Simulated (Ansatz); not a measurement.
# AlClH6N2: the cost of one run

Program: Ansatz 0.2.0. Level of theory: RKS PBE-D4/6-31G*. These are calculated values, not measurements.

## (1) Starting point

Bond lengths: Al1–Cl2 2.580 Å, Al1–N3 1.920 Å, N3–H4 1.060 Å, N3–H5 1.060 Å, Al1–N6 1.920 Å, N6–H7 1.060 Å, N6–H8 1.060 Å. Angles: Cl2–Al1–N3 120.0°, Cl2–Al1–N6 120.0°, N3–Al1–N6 120.0°, Al1–N3–H4 120.0°, Al1–N3–H5 120.0°, H4–N3–H5 120.0°, Al1–N6–H7 120.0°, Al1–N6–H8 120.0°, H7–N6–H8 120.0°.

Coordinates:

```xyz
10

Al    0.0000    0.0000    0.0000
Cl    0.0000    0.0000    2.5800
N     1.6627    0.0000   -0.9600
H     2.1293   -0.9179   -1.2118
H     2.1141    0.9179   -1.2382
N    -1.6627    0.0000   -0.9600
H    -2.3316   -0.8164   -0.8614
H    -1.9118    0.8164   -1.5886
H     0.0834    1.7631    0.5865
H     0.0710    1.5020    1.5585
```

## (2) A restrained relaxation towards end A

Springs on the bonds that form and break draw the guess towards this end; the thresholds are loose.

input.yaml reads:

```yaml
crystal:
  periodic: [false, false, false]
  atoms:
    - { symbol: Al, position_ang: [0.0, 0.0, 0.0] }
    - { symbol: Cl, position_ang: [0.0, 0.0, 2.58] }
    - { symbol: "N", position_ang: [1.6627, 0.0, -0.96] }
    - { symbol: H, position_ang: [2.1293, -0.9179, -1.2118] }
    - { symbol: H, position_ang: [2.1141, 0.9179, -1.2382] }
    - { symbol: "N", position_ang: [-1.6627, 0.0, -0.96] }
    - { symbol: H, position_ang: [-2.3316, -0.8164, -0.8614] }
    - { symbol: H, position_ang: [-1.9118, 0.8164, -1.5886] }
    - { symbol: H, position_ang: [0.0834, 1.7631, 0.5865] }
    - { symbol: H, position_ang: [0.071, 1.502, 1.5585] }
basis:
  gaussian: { orbitals: "6-31G*" }
hamiltonian:
  xc: pbe
  dispersion: d4
relax:
  f_tol: 0.15
  max_steps: 25
  restrain:
    - { distance: [0, 8], at: 2.76, k: 30.0 }
    - { distance: [9, 1], at: 2.57, k: 30.0 }
    - { distance: [0, 1], at: 2.23, k: 30.0 }
    - { distance: [9, 8], at: 0.66, k: 30.0 }
```

Launch:

```bash
$ ansatz run input.yaml --threads 1 --pin off --max-ram 2048MiB --backend cpu --events-out ev --progress --plain --runs-dir out
```

Q: Estimate wall time and peak memory on 1 thread of AMD EPYC 9R45 (Zen 5), shared host.

About 19 s, with a peak of 0.14 GiB.
